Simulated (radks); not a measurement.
**Sb in [Kr] 4d10 5s2 5p3: an all-electron calculation**

An exercise on one series of results from a longer session: the logs are not shown, and one member is left open.

The numbers are computed with radks (a radial shooting solver on a logarithmic mesh, Libxc functionals) version 1 (Dirac Kohn-Sham, PBE, spin-unpolarised, spherical densities, point nucleus; open shells are shared between the two j in proportion to 2j + 1), except any that are marked as measured or tabulated.

## The atom as given

- element: antimony (Z = 51)
- charge: 0
- electrons: 51
- configuration: [Kr] 4d10 5s2 5p3

Outer shells as boxes (Hund's rule):

Sb
```
[Kr] core
4d [↑↓][↑↓][↑↓][↑↓][↑↓]
5s [↑↓]
5p [↑ ][↑ ][↑ ]
```

Set-up of the first run:

Input:

```text
Z 51
configuration [Kr] 4d10 5s2 5p3
relativity Dirac
functional pbe,pbe
spin unpolarised
j_filling average
nucleus point
c 137.035999084
```

One table of the session follows, with a row left open; its other results are not shown here.

It belongs to the step «Shells». From the orbitals of this run (lengths in bohr):

| level | <r> | outermost maximum (interpolated) | 90 % within | nodes |
| --- | --- | --- | --- | --- |
| 1s1/2 | 0.02842 | 0.0183 | 0.0511 | 0 |
| 2s1/2 | 0.1222 | 0.104 | 0.189 | 1 |
| 2p1/2 | 0.1033 | 0.0798 | 0.169 | 0 |
| 2p3/2 | 0.1087 | 0.0844 | 0.177 | 0 |
| 3s1/2 | 0.3302 | 0.300 | 0.486 | 2 |
| 3p1/2 | 0.3208 | 0.286 | 0.483 | 1 |
| 3p3/2 | 0.3321 | 0.297 | 0.499 | 1 |
| 3d3/2 | 0.3033 | 0.243 | 0.478 | 0 |
| 3d5/2 | 0.3069 | 0.246 | 0.483 | 0 |
| 4s1/2 | 0.7908 | 0.723 | 1.14 | 3 |
| 4p1/2 | 0.8325 | 0.746 | 1.22 | 2 |
| 4p3/2 | 0.8617 | 0.771 | 1.27 | 2 |
| 4d3/2 | 1.023 | 0.842 | 1.58 | 1 |
| 4d5/2 | 1.036 | 0.851 | 1.60 | 1 |
| 5s1/2 | 2.227 | 1.90 | 3.29 | 4 |
| 5p1/2 | ? | ? | ? | ? |
| 5p3/2 | 2.966 | 2.38 | 4.54 | 3 |

Q: Estimate the row for 5p1/2 from the others.

The run gave: <r>: 2.824; outermost maximum (interpolated): 2.27; 90 % within: 4.31; nodes: 3. In the column «<r>» it lies between 5s1/2 (2.227) and 5p3/2 (2.966).

Limits of these values: Spin polarisation and multiplet splitting are left out.
